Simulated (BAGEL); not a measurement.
**C3H6Al− (SMILES [AlH3-][CH]1C=C1) at RI-MP2/cc-pVDZ (density fitting with qzvpp-jkfit)**

What is the energy change on altering one bond length of C3H6Al− at RI-MP2/cc-pVDZ (density fitting with qzvpp-jkfit)? 

The results are computed with BAGEL 1.2.2.

2 further runs of the same task are left out: 2 that didn't finish. Runs told in other sessions of the task aren't counted.

## 1. The molecule

C3H6Al−: 10 atoms, total charge -1, spin state singlet. As SMILES, `[AlH3-][CH]1C=C1`. The shape comes from GFN2-xTB, which is rough for such elements, and wasn't checked as a minimum.

Bond lengths: Al1–C2 2.038 Å, C2–C3 1.534 Å, C2–C4 1.533 Å, C3–C4 1.291 Å, Al1–H5 1.622 Å, Al1–H6 1.622 Å, Al1–H7 1.623 Å, C2–H8 1.118 Å, C3–H9 1.067 Å, C4–H10 1.067 Å. Some angles: Al1–C2–C3 120.6°, Al1–C2–C4 120.9°, C3–C2–C4 49.8°, C2–C3–C4 65.1°, C2–C4–C3 65.1°, Al1–C2–H8 122.5°, C3–C2–H8 110.9°, C4–C2–H8 110.9°, C2–Al1–H5 109.9°, C2–Al1–H6 110.4°.

## 2. The energy at RI-MP2/cc-pVDZ (density fitting with qzvpp-jkfit)

Input file input.json:

```json
{ "bagel": [

{
  "title": "molecule",
  "basis": "cc-pvdz.json",
  "df_basis": "qzvpp-jkfit",
  "angstrom": true,
  "geometry": [
    { "atom": "Al", "xyz": [   -1.170310,    0.750830,   -0.726950 ] },
    { "atom": "C", "xyz": [   -0.077570,   -0.649730,    0.272410 ] },
    { "atom": "C", "xyz": [    1.441100,   -0.742010,    0.075020 ] },
    { "atom": "C", "xyz": [    1.068550,   -0.236830,    1.203700 ] },
    { "atom": "H", "xyz": [   -1.737190,    0.125090,   -2.111880 ] },
    { "atom": "H", "xyz": [   -2.417120,    1.248100,    0.183010 ] },
    { "atom": "H", "xyz": [   -0.174840,    1.993820,   -1.041410 ] },
    { "atom": "H", "xyz": [   -0.502130,   -1.639080,    0.575290 ] },
    { "atom": "H", "xyz": [    2.233980,   -1.034240,   -0.576290 ] },
    { "atom": "H", "xyz": [    1.335510,    0.184050,    2.147110 ] }
  ]
},
{ "title": "hf", "charge": -1 },
{ "title": "mp2", "charge": -1, "ncore": 8 }

]}
```

The basis set cc-pVDZ is read from a file made from the Basis Set Exchange's data (not shown).

The run is started by

```sh
$ BAGEL_NUM_THREADS=1 BAGEL input.json > input.out
```

Log:

```text
* using 1 threads per process

  ===============================================================
  ===============================================================

  *** Geometry ***

  { "atom" : "Al", "xyz" : [     -2.211565,      1.418863,     -1.373736 ] },
  { "atom" : "C", "xyz" : [     -0.146586,     -1.227812,      0.514780 ] },
  { "atom" : "C", "xyz" : [      2.723284,     -1.402196,      0.141767 ] },
  { "atom" : "C", "xyz" : [      2.019267,     -0.447544,      2.274663 ] },
  { "atom" : "H", "xyz" : [     -3.282813,      0.236386,     -3.990875 ] },
  { "atom" : "H", "xyz" : [     -4.567695,      2.358567,      0.345839 ] },
  { "atom" : "H", "xyz" : [     -0.330400,      3.767774,     -1.967980 ] },
  { "atom" : "H", "xyz" : [     -0.948888,     -3.097412,      1.087141 ] },
  { "atom" : "H", "xyz" : [      4.221610,     -1.954430,     -1.089030 ] },
  { "atom" : "H", "xyz" : [      2.523748,      0.347804,      4.057450 ] },

  Number of auxiliary basis functions:      461

  Since a DF basis is specified, we compute 2- and 3-index integrals:
    o Being stored without compression. Storage requirement is 0.030 GB

  Number of basis functions:       90
  Number of electrons      :       37

    * METHOD: MOLECULE                             0.14

  *** RHF ***

  === Nuclear Repulsion ===
   132.5158094401

      * DIIS with orbital gradients will be used.

  === RHF iteration (cc-pvdz.json) ===
      0       -358.75815847          0.01395839           0.03
      1       -358.87342922          0.00723980           0.03
      2       -358.89758309          0.00137571           0.03
      3       -358.89913885          0.00023229           0.03
      4       -358.89917514          0.00007918           0.03
      5       -358.89918089          0.00002172           0.03
      6       -358.89918153          0.00000486           0.03
      7       -358.89918157          0.00000159           0.04
      8       -358.89918158          0.00000042           0.03
      9       -358.89918158          0.00000014           0.03
     10       -358.89918158          0.00000007           0.03
     11       -358.89918158          0.00000003           0.03
     12       -358.89918158          0.00000001           0.03
     13       -358.89918158          0.00000001           0.03
    * SCF iteration converged.

    * Permanent dipole moment:
           (   -1.915862,     1.237964,    -1.201330) a.u.

    * METHOD: HF                                   0.54

  *** RHF ***

  === Nuclear Repulsion ===
   132.5158094401

      * DIIS with orbital gradients will be used.

  === RHF iteration (cc-pvdz.json) ===
      0       -358.89918158          0.00000000           0.03
    * SCF iteration converged.

    * Permanent dipole moment:
           (   -1.915862,     1.237964,    -1.201331) a.u.

  === DF-MP2 calculation ===

    * freezing 8 orbitals
    * 3-index integral transformation done
    * assembly done

      MP2 correlation energy:   -0.4919638085      0.02

      MP2 total energy:       -359.3911453872

    * METHOD: MP2                                  0.10

  ===============================================================
```

It took 0.94 s on 1 thread of AMD EPYC 9B45 (Zen 5), shared host; peak memory 0.12 GiB.

## 3. The distorted shape, same level

Input file mp2.json:

```json
{ "bagel": [

{
  "title": "molecule",
  "basis": "cc-pvdz.json",
  "df_basis": "qzvpp-jkfit",
  "angstrom": true,
  "geometry": [
    { "atom": "Al", "xyz": [   -1.468953,    0.377930,   -0.632611 ] },
    { "atom": "C", "xyz": [   -0.376213,   -1.022630,    0.366749 ] },
    { "atom": "C", "xyz": [    1.142457,   -1.114910,    0.169359 ] },
    { "atom": "C", "xyz": [    0.769907,   -0.609730,    1.298039 ] },
    { "atom": "H", "xyz": [   -2.035833,   -0.247810,   -2.017541 ] },
    { "atom": "H", "xyz": [   -2.715763,    0.875200,    0.277349 ] },
    { "atom": "H", "xyz": [   -0.174840,    1.993820,   -1.041410 ] },
    { "atom": "H", "xyz": [   -0.800773,   -2.011980,    0.669629 ] },
    { "atom": "H", "xyz": [    1.935337,   -1.407140,   -0.481951 ] },
    { "atom": "H", "xyz": [    1.036867,   -0.188850,    2.241449 ] }
  ]
},
{
  "title": "hf",
  "charge": -1
},
{
  "title": "mp2",
  "charge": -1,
  "ncore": 8
}

]}
```

The basis set cc-pVDZ is read from a file made from the Basis Set Exchange's data (not shown).

The run is started by

```sh
$ BAGEL_NUM_THREADS=1 BAGEL mp2.json > mp2.out
```

Log:

```text
* using 1 threads per process

  ===============================================================
  ===============================================================

  *** Geometry ***

  { "atom" : "Al", "xyz" : [     -2.775919,      0.714184,     -1.195462 ] },
  { "atom" : "C", "xyz" : [     -0.710940,     -1.932491,      0.693055 ] },
  { "atom" : "C", "xyz" : [      2.158931,     -2.106875,      0.320042 ] },
  { "atom" : "C", "xyz" : [      1.454913,     -1.152223,      2.452938 ] },
  { "atom" : "H", "xyz" : [     -3.847167,     -0.468293,     -3.812600 ] },
  { "atom" : "H", "xyz" : [     -5.132048,      1.653888,      0.524114 ] },
  { "atom" : "H", "xyz" : [     -0.330400,      3.767774,     -1.967980 ] },
  { "atom" : "H", "xyz" : [     -1.513242,     -3.802091,      1.265415 ] },
  { "atom" : "H", "xyz" : [      3.657257,     -2.659109,     -0.910755 ] },
  { "atom" : "H", "xyz" : [      1.959395,     -0.356875,      4.235725 ] },

  Number of auxiliary basis functions:      461

  Since a DF basis is specified, we compute 2- and 3-index integrals:
    o Being stored without compression. Storage requirement is 0.030 GB

  Number of basis functions:       90
  Number of electrons      :       37

    * METHOD: MOLECULE                             0.17

  *** RHF ***

  === Nuclear Repulsion ===
   131.2236181657

      * DIIS with orbital gradients will be used.

  === RHF iteration (cc-pvdz.json) ===
      0       -358.73937941          0.01366691           0.03
      1       -358.85169908          0.00711358           0.03
      2       -358.87522673          0.00136048           0.03
      3       -358.87682666          0.00023887           0.03
      4       -358.87686305          0.00007916           0.03
      5       -358.87686872          0.00001957           0.03
      6       -358.87686925          0.00000460           0.03
      7       -358.87686929          0.00000160           0.03
      8       -358.87686929          0.00000044           0.03
      9       -358.87686929          0.00000017           0.03
     10       -358.87686929          0.00000007           0.03
     11       -358.87686929          0.00000004           0.03
     12       -358.87686929          0.00000002           0.03
     13       -358.87686929          0.00000001           0.03
    * SCF iteration converged.

    * Permanent dipole moment:
           (   -1.559495,     1.787094,    -1.364649) a.u.

    * METHOD: HF                                   0.54

  *** RHF ***

  === Nuclear Repulsion ===
   131.2236181657

      * DIIS with orbital gradients will be used.

  === RHF iteration (cc-pvdz.json) ===
      0       -358.87686929          0.00000000           0.03
    * SCF iteration converged.

    * Permanent dipole moment:
           (   -1.559495,     1.787094,    -1.364649) a.u.

  === DF-MP2 calculation ===

    * freezing 8 orbitals
    * 3-index integral transformation done
    * assembly done

      MP2 correlation energy:   -0.4907415044      0.02

      MP2 total energy:       -359.3676107957

    * METHOD: MP2                                  0.10

  ===============================================================
```

It took 0.96 s on 1 thread of AMD EPYC 9B45 (Zen 5), shared host; peak memory 0.12 GiB.

## 4. Summary of results

Level: RI-MP2/cc-pVDZ (density fitting with qzvpp-jkfit), 8 core orbitals frozen.

| quantity | value |
| --- | --- |
| first shape: total energy | -359.39115 Eh |
| first shape: correlation energy (8 core orbitals frozen) | -492.0 mEh |
| distorted shape: total energy | -359.36761 Eh |
| distorted shape: correlation energy (8 core orbitals frozen) | -490.7 mEh |
| energy change with the Al1–H7 bond stretched from 1.623 to 2.110 Å | 0.640 eV |

What this shows: With the Al1–H7 bond stretched from 1.623 to 2.110 Å the energy rises by 0.64 eV (61.8 kJ/mol). The first shape isn't relaxed at this level, so the change isn't measured from a minimum.
